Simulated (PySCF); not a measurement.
# C10H12Br4: the cost of one run

Computed with PySCF 2.14.0, with density-fitted response routines of our own, on a single molecule in the gas phase. Atoms are numbered from 0 throughout.

### Step 1. The starting structure

26 atoms, charge 0, multiplicity 1; geometry from: GFN2-xTB.

Bonds of the start (Å): Br0–C1 1.99, C1–C2 1.53, C2–C3 1.52, C3–Br4 1.99, C3–C5 1.53, C5–C6 1.52, C6–Br7 1.99, C6–C8 1.53, C6–C9 1.52, C9–C10 1.52, C10–Br11 1.99, C10–C12 1.52, C10–C13 1.53, C8–C1 1.52, C12–C1 1.52, C13–C3 1.52, C2–H14 1.09, C2–H15 1.09, C5–H16 1.09, C5–H17 1.09, C8–H18 1.09, C8–H19 1.09, C9–H20 1.09, C9–H21 1.09, C12–H22 1.09, C12–H23 1.09, C13–H24 1.09, C13–H25 1.09.

### Step 2. Geometry optimisation at PBE0-D3(BJ)/def2-SVP

The job: settings as JSON, then the geometry in Å.

```
{"job": {"xc": "PBE0", "basis": "def2-SVP", "d3": "d3bj", "grid": 1, "kind": "geom"}, "charge": 0, "multiplicity": 1}
Br     3.060920    -0.742550    -1.521910
C      1.319420    -0.319930    -0.656210
C      1.009700    -1.405660     0.369230
C     -0.326110    -1.062000     1.019630
Br    -0.756130    -2.463960     2.365160
C     -1.433330    -1.037510    -0.028990
C     -1.084730     0.041630    -1.046640
Br    -2.516000     0.096570    -2.428420
C      0.239440    -0.282870    -1.730420
C     -1.009570     1.405750    -0.369230
C      0.090670     1.341340     0.682950
Br     0.210120     3.111460     1.584760
C      1.433310     1.037530     0.029150
C     -0.239530     0.282990     1.730390
H      0.956050    -2.382820    -0.116020
H      1.799320    -1.450550     1.124130
H     -1.515010    -2.009950    -0.519770
H     -2.395590    -0.819230     0.441970
H      0.475140     0.477060    -2.480320
H      0.177890    -1.246950    -2.240270
H     -1.966870     1.651530     0.095910
H     -0.788290     2.183360    -1.103120
H      2.226760     1.019790     0.779060
H      1.683810     1.810950    -0.700410
H      0.534330     0.256090     2.500850
H     -1.189310     0.516520     2.219030
```

**Question.** How long does this first job take on 8 threads of Arm Neoverse V2, shared host?

About 5.5 min.
